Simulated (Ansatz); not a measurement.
# C2H7BFN: one species, many methods

The task here is to estimate one member of a computed series from the others.

Method: functionals in def2-TZVPP, the program's frozen cores in correlated methods; program: Ansatz 0.2.0, Gaussian basis.

Plan: LDA (SPW92), PBE-D4, revPBE-D4, BLYP-D4, r2SCAN-D4, B97M-V, PBE0-D4, B3LYP-D4, r2SCANh-D4, r2SCAN0-D4, HSE06-D4, BHLYP-D4, CAM-B3LYP-D4, LC-ωPBE, ωB97X-V, ωB97M-V, B2PLYP, PBE-QIDH; CCSD(T)/def2-SVP; CCSD(T)/def2-TZVPP; MP2/def2-QZVPP; extrapolation to the limit; RPA on PBE.

## The relaxed structure

The geometry comes from an earlier relaxation with PBE0-D4 in a triple-zeta def2 set; it is a stationary point, not always the lowest conformer.

SMILES `CN(C)BF`, 12 atoms, charge 0, spin multiplicity 1.

Atoms are counted from 1 here; the program's logs count them from 0.

Bond lengths: C1–N2 1.442 Å, C1–H6 1.096 Å, C1–H7 1.090 Å, C1–H8 1.096 Å, N2–C3 1.444 Å, N2–B4 1.390 Å, C3–H9 1.096 Å, C3–H10 1.096 Å, C3–H11 1.089 Å, B4–F5 1.341 Å, B4–H12 1.197 Å. Angles: N2–C1–H6 111.0°, N2–C1–H7 109.9°, N2–C1–H8 111.0°, H6–C1–H7 108.5°, H6–C1–H8 107.7°, H7–C1–H8 108.5°, C1–N2–C3 114.5°, C1–N2–B4 122.2°, C3–N2–B4 123.3°, N2–C3–H9 110.8°, N2–C3–H10 110.8°, N2–C3–H11 110.1°, H9–C3–H10 107.7°, H9–C3–H11 108.7°, H10–C3–H11 108.7°, N2–B4–F5 120.0°, N2–B4–H12 121.3°, F5–B4–H12 118.7°.

The first run:

The input, in.yaml:

```yaml
crystal:
  periodic: [false, false, false]
  atoms:
    - {symbol: C, position_ang: [-0.787818, 1.088536, 0.184436]}
    - {symbol: N, position_ang: [0.149100, 0.026473, -0.084248]}
    - {symbol: C, position_ang: [-0.238758, -1.261172, 0.441233]}
    - {symbol: B, position_ang: [1.326209, 0.239258, -0.793109]}
    - {symbol: F, position_ang: [2.166693, -0.781327, -1.017897]}
    - {symbol: H, position_ang: [-0.925399, 1.228399, 1.263029]}
    - {symbol: H, position_ang: [-0.423028, 2.022669, -0.241831]}
    - {symbol: H, position_ang: [-1.769243, 0.867034, -0.251025]}
    - {symbol: H, position_ang: [-0.350460, -1.219701, 1.530744]}
    - {symbol: H, position_ang: [-1.198177, -1.581299, 0.019053]}
    - {symbol: H, position_ang: [0.515517, -2.007061, 0.196679]}
    - {symbol: H, position_ang: [1.612163, 1.323093, -1.213065]}
basis:
  gaussian: {orbitals: def2-TZVPP}
hamiltonian: {xc: lda}
output: {orbitals: {seedname: orbitals}}
```

Among the steps run: LDA; PBE-D4 (GGA); revPBE-D4 (GGA); BLYP-D4 (GGA); r2SCAN-D4 (meta-GGA); B97M-V (meta-GGA); PBE0-D4 (hybrid); B3LYP-D4 (hybrid); r2SCANh-D4 (hybrid); r2SCAN0-D4 (hybrid); HSE06-D4 (hybrid); BHLYP-D4 (hybrid); CAM-B3LYP-D4 (range-separated); LC-ωPBE-D4 (range-separated; the results give it without D4); ωB97X-V (range-separated); ωB97M-V (range-separated); B2PLYP (double hybrid); PBE-QIDH (double hybrid).

One table of the session follows, with a row left open; its other results are not shown here.

It belongs to the step «Orbital energies across the functionals». 

```
  functional  HOMO (eV)  LUMO (eV)  gap (eV)
 LDA (SPW92)      -6.16      -0.37      5.79
      PBE-D4          ?          ?         ?
   revPBE-D4      -5.97      -0.05      5.92
     BLYP-D4      -5.91      -0.05      5.86
   r2SCAN-D4      -6.25       0.26      6.51
      B97M-V      -6.38       0.11      6.49
     PBE0-D4      -7.32       0.79      8.11
    B3LYP-D4      -7.11       0.52      7.63
  r2SCANh-D4      -6.74       0.59      7.32
  r2SCAN0-D4      -7.48       1.05      8.53
    HSE06-D4      -6.92       0.42      7.34
    BHLYP-D4      -8.55       1.61     10.17
CAM-B3LYP-D4      -8.71       1.74     10.45
     LC-ωPBE     -10.05       2.95     13.00
     ωB97X-V      -9.70       2.82     12.52
     ωB97M-V      -9.62       2.38     12.00
```

Estimate the missing values for PBE-D4.

As computed: HOMO (eV): -6.02; LUMO (eV): -0.14; gap (eV): 5.88. In the column «HOMO (eV)» it lies between LDA (SPW92) (-6.16) and revPBE-D4 (-5.97).
